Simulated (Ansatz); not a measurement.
# C2H6S2Si: up Jacob's ladder to CCSD(T)

How much do the methods differ for C2H6S2Si? The plan is to run it at one geometry with functionals of several rungs and with coupled cluster. The yardstick is the atomisation energy at the CCSD(T) limit.

Computed with Ansatz 0.2.0, Gaussian basis. Level: functionals in def2-TZVPP, the program's frozen cores in correlated methods.

The runs, in order: PBE-D4, r2SCAN-D4, PBE0-D4, B3LYP-D4, ωB97X-V, ωB97M-V, B2PLYP; CCSD(T)/def2-TZVPP; MP2/def2-QZVPP; extrapolation to the limit.

## Step 1: The relaxed structure

The geometry comes from an earlier relaxation with PBE0-D4 in a triple-zeta def2 set; it is a stationary point, not always the lowest conformer.

SMILES `[SiH3]SCC=S`, 11 atoms, charge 0, spin multiplicity 1.

Atoms are counted from 1 here; the program's logs count them from 0.

Bond lengths: Si1–S2 2.142 Å, Si1–H6 1.484 Å, Si1–H7 1.483 Å, Si1–H8 1.484 Å, S2–C3 1.832 Å, C3–C4 1.482 Å, C3–H9 1.089 Å, C3–H10 1.093 Å, C4–S5 1.610 Å, C4–H11 1.092 Å. Angles: S2–Si1–H6 110.0°, S2–Si1–H7 113.2°, S2–Si1–H8 103.0°, H6–Si1–H7 109.8°, H6–Si1–H8 110.9°, H7–Si1–H8 109.9°, Si1–S2–C3 101.2°, S2–C3–C4 107.6°, S2–C3–H9 110.5°, S2–C3–H10 104.9°, C4–C3–H9 112.0°, C4–C3–H10 111.5°, H9–C3–H10 110.1°, C3–C4–S5 124.7°, C3–C4–H11 114.7°, S5–C4–H11 120.5°.

As a file:

```tsv
atom	x (Å)	y (Å)	z (Å)
Si1	-1.20399	0.36277	1.32415
S2	0.11157	1.50966	0.08300
C3	1.25019	0.20955	-0.52368
C4	0.49048	-0.65054	-1.46127
S5	0.00996	-2.15396	-1.14312
H6	-0.41491	-0.45681	2.27731
H7	-2.12278	-0.50929	0.55229
H8	-1.97978	1.40566	2.03976
H9	1.66052	-0.35874	0.31006
H10	2.04813	0.75268	-1.03619
H11	0.21613	-0.16797	-2.40173
```

## Step 2: PBE-D4 (GGA)

File in.yaml:

```yaml
crystal:
  periodic: [false, false, false]
  atoms:
    - {symbol: Si, position_ang: [-1.203989, 0.362773, 1.324151]}
    - {symbol: S, position_ang: [0.111570, 1.509659, 0.083000]}
    - {symbol: C, position_ang: [1.250186, 0.209547, -0.523680]}
    - {symbol: C, position_ang: [0.490479, -0.650543, -1.461272]}
    - {symbol: S, position_ang: [0.009955, -2.153962, -1.143115]}
    - {symbol: H, position_ang: [-0.414915, -0.456809, 2.277314]}
    - {symbol: H, position_ang: [-2.122778, -0.509289, 0.552295]}
    - {symbol: H, position_ang: [-1.979779, 1.405657, 2.039761]}
    - {symbol: H, position_ang: [1.660516, -0.358738, 0.310062]}
    - {symbol: H, position_ang: [2.048126, 0.752681, -1.036188]}
    - {symbol: H, position_ang: [0.216130, -0.167974, -2.401728]}
basis:
  gaussian: {orbitals: def2-TZVPP}
hamiltonian: {xc: pbe, dispersion: d4}
output: {forces: true, orbitals: {seedname: orbitals}}
```

Launch:

```bash
$ ansatz run in.yaml --threads 4 --pin off --events-out ev --progress --plain --max-ram 10444MiB
```

Further steps of the session: r2SCAN-D4 (meta-GGA); PBE0-D4 (hybrid); B3LYP-D4 (hybrid); ωB97X-V (range-separated); ωB97M-V (range-separated); B2PLYP (double hybrid); CCSD(T) in def2-TZVPP; MP2 in def2-QZVPP.

Before running them: what should the planned runs give, taken together? Wanted: atomisation energy, CCSD(T)/CBS; farthest; mean size of error, hybrid; mean size of error, range-separated; gap, smallest and largest; T1 diagnostic; triples share of the correlation energy.

As calculated:

| quantity | value |
| --- | --- |
| atomisation energy, CCSD(T)/CBS | 3795.2 kJ/mol |
| functionals within 19.0 kJ/mol (0.5 %) | r2SCAN-D4, PBE0-D4, B3LYP-D4, ωB97X-V, ωB97M-V |
| farthest | PBE-D4 (+73.3 kJ/mol) |
| mean size of error, hybrid | 9.0 kJ/mol |
| mean size of error, range-separated | 17.2 kJ/mol |
| gap, smallest and largest | 2.12 eV (PBE-D4), 8.80 eV (ωB97X-V) |
| T1 diagnostic | 0.0150 |
| triples share of the correlation energy | 4.7 % |

PBE-D4 is off by +73.3 kJ/mol. Double hybrids carry the basis error of their MP2 part in triple zeta, and no dispersion term here, so their miss is partly the set-up's. The reference freezes the cores and leaves out relativity and excitations past (T), so misses under about 19.0 kJ/mol can't be ranked. Hartree-Fock recovers 72 % of the binding; the rest is correlation. Orbital gaps span 2.1 to 8.8 eV; exact exchange widens them. The restricted reference is unstable towards a spin-broken one.
